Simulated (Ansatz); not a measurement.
# NiO: the cost of one run

Computed with Ansatz 0.2 early development (run time, single point, PBE+U, NC, unless a step's input says otherwise).

## Step 1: Starting point

It takes space group Fm-3m (No. 225, cubic). The conventional cell has a = 4.170 Å, b = 4.170 Å, c = 4.170 Å, α = 90.00°, β = 90.00°, γ = 90.00°. Ni (site symmetry m-3m) has 6 O at 2.08 Å as nearest neighbours. Around O (site symmetry m-3m) lie 6 Ni at 2.08 Å.

Structure file:

```
Ni O
1.0
     4.17000    2.08500    2.08500
     2.08500    4.17000    2.08500
     2.08500    2.08500    4.17000
Ni O
2 2
Direct
  0.00000 0.00000 0.00000
  0.50000 0.50000 0.50000
  0.25000 0.25000 0.25000
  0.75000 0.75000 0.75000
```

## Step 2: The run

File input.yaml:

```yaml
crystal:
  lattice:
    - [4.17, 2.085, 2.085]
    - [2.085, 4.17, 2.085]
    - [2.085, 2.085, 4.17]
  atoms:
    - { symbol: Ni, position: [0, 0, 0], spin: 0.5 }
    - { symbol: Ni, position: [0.5, 0.5, 0.5], spin: -0.5 }
    - { symbol: O, position: [0.25, 0.25, 0.25] }
    - { symbol: O, position: [0.75, 0.75, 0.75] }
kpoints:
  mp_grid: { grid: [1, 1, 1], shift: [0, 0, 0] }
hamiltonian:
  xc: pbe
  pseudopotentials: { kind: nc }
  hubbard: [{ species: Ni, l: d, shell: 3, u_eff: 4.0 }]
scf:
  occupations: { method: fermi_dirac }
  algorithm: direct_min
magnetization:
  spin_polarized: true
```

Run with:

```sh
ansatz run input --backend cpu --max-ram 8GiB --threads 2 --events-out ev
```

Q: Estimate wall time and peak memory on 2 threads of Arm Neoverse V2 (Grace), shared host.

About 4.3 s, with a peak of 0.9 GiB.
